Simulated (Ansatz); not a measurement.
Turn this script for Ansatz 0.2.0, Python API into the input file that the command-line program reads.

`energy.py`
```python
"""Electronic structure of the C3H9As molecule."""

import sys

import ansatz as az

GEOMETRY = """
C    -0.40680    1.94730   -0.29590
C    -0.57970    0.47680   -0.21160
As    1.18240   -0.34870   -0.30230
C     0.60400   -2.13450    0.14990
H    -1.46360    2.44380   -0.28610
H     0.14870    2.39690    0.53780
H     0.05740    2.27720   -1.26150
H    -1.03480    0.22600    0.73800
H    -1.18400    0.11800   -1.01430
H     1.52490   -0.01380    1.23160
H    -0.08150   -2.53090   -0.67410
H     1.40400   -2.81970    0.35420
H    -0.15050   -2.07310    1.04900
"""


def main() -> None:
    molecule = az.Crystal.molecule()
    for line in GEOMETRY.strip().splitlines():
        symbol, *xyz = line.split()
        molecule = molecule.atom(symbol, [float(v) for v in xyz])

    calc = (
        molecule.calculation()
        .basis(gaussian="6-31G*")
        .functional(az.LibraryFunctional("wB97M-V"))
    )
    try:
        rep = calc.run(threads=1).report
    except az.AnsatzError as error:
        sys.exit(f"{type(error).__name__}: {error}")

    for key in ("converged", "free_energy_ev", "reference_energy_ev", "n_frozen", "n_occupied", "n_virtual"):
        print(f"{key:22s} {rep[key]}")

    state = rep["mean_field"]["state"]
    print(f"mean field: {state['energy']['hartree']:.7f} Ha, <S^2> = {abs(state['spin_squared']):.4f}, stability: {state.get('stability', {}).get('kind')}")


if __name__ == "__main__":
    main()
```

Running `python energy.py` prints:
```text
converged              True
free_energy_ev         -64085.16274024621
reference_energy_ev    -64085.16274024621
n_frozen               0
n_occupied             [30, 30]
n_virtual              [68, 68]
mean field: -2355.0862922 Ha, <S^2> = 0.0000, stability: minimum
```

`input.yaml`:
```yaml
crystal:
  periodic: [false, false, false]
  atoms:
    - { symbol: C, position_ang: [-0.4068, 1.9473, -0.2959] }
    - { symbol: C, position_ang: [-0.5797, 0.4768, -0.2116] }
    - { symbol: As, position_ang: [1.1824, -0.3487, -0.3023] }
    - { symbol: C, position_ang: [0.604, -2.1345, 0.1499] }
    - { symbol: H, position_ang: [-1.4636, 2.4438, -0.2861] }
    - { symbol: H, position_ang: [0.1487, 2.3969, 0.5378] }
    - { symbol: H, position_ang: [0.0574, 2.2772, -1.2615] }
    - { symbol: H, position_ang: [-1.0348, 0.226, 0.738] }
    - { symbol: H, position_ang: [-1.184, 0.118, -1.0143] }
    - { symbol: H, position_ang: [1.5249, -0.0138, 1.2316] }
    - { symbol: H, position_ang: [-0.0815, -2.5309, -0.6741] }
    - { symbol: H, position_ang: [1.404, -2.8197, 0.3542] }
    - { symbol: H, position_ang: [-0.1505, -2.0731, 1.049] }
basis:
  gaussian: { orbitals: "6-31G*" }
hamiltonian:
  xc: { name: wB97M-V }
```

On the command line:
```console
$ ansatz run input.yaml --threads 1 --pin off --max-ram 4096MiB --backend cpu --events-out ev --progress --plain --runs-dir out
Engine: ansatz 0.2.0, x86_64-unknown-linux-gnu
Functional definition: wB97M-V
  parameter omega = 0.3/bohr
  parameter cx = 0.15
  parameter cx01 = 1.007
  parameter cx10 = 0.259
  parameter css00 = 0.443
  parameter css04 = -1.437
  parameter css10 = -4.535
  parameter css20 = -3.390
  parameter css43 = 4.278
  parameter cos00 = 1.000
  parameter cos10 = 1.358
  parameter cos20 = 2.924
  parameter cos21 = -8.812
  parameter cos60 = -1.390
  parameter cos61 = 9.142
  parameter b = 6.0
  parameter c = 0.01
  gx(w, u) = 1 - cx + cx01*u + cx10*w
  gss(w, u) = css00 + css04*u^4 + css10*w + css20*w^2 + css43*w^4*u^3
  gos(w, u) = cos00 + cos10*w + (cos20 + cos21*u)*w^2 + (cos60 + cos61*u)*w^6
  exchange = spin_sum(e_x_unif_sr(omega)*gx(b97_w, b97_u_x)) + cx*exact_x_sr(omega) + exact_x_lr(omega)
  correlation = spin_sum(e_c_pw_mod_same_spin*gss(b97_w, b97_u_same))
      + integral(e_c_pw_mod_opposite_spin*gos(b97_w_opposite, b97_u_opposite)) + vv10(b, c)
1049 factors; integrals over basis functions are off by at most 6.6e-4 eV
278 factors; integrals over basis functions are off by at most 4.0e-6 eV
mean field evaluation 1: about -64082.0636 eV, gradient 3.6e1 eV
mean field evaluation 2: about -64083.2625 eV, gradient 2.8e1 eV
mean field evaluation 4: about -64085.0522 eV, gradient 1.1e0 eV
mean field evaluation 8: about -64085.1627 eV, gradient 3.2e-2 eV
mean field evaluation 16: about -64085.1627 eV, gradient 2.7e-5 eV
mean field -64085.16270446 eV, -2355.0862909054 hartree, gradient 2.7e-5 eV, S^2 0.000000; 0 other end points of the search recorded, 0 dependent functions left out
reference -64085.16274025 eV, -2355.0862922206 hartree; 30, 30 occupied and 68, 68 virtual orbitals, 1049 factors
Total energy: -64085.16274025 eV, -2355.0862922206 hartree
```

Total energies depend on the basis set; only differences at equal settings carry meaning. The geometry is a force-field or estimated start, not a minimum of this method, and the basis set is short of its limit. It ran for 8.1 s on 1 thread of Intel(R) Xeon(R) 6975P-C (Granite Rapids) (shared host), peak memory 0.37 GiB.

(Lines on the test bed's own set-up are left out of the output.)
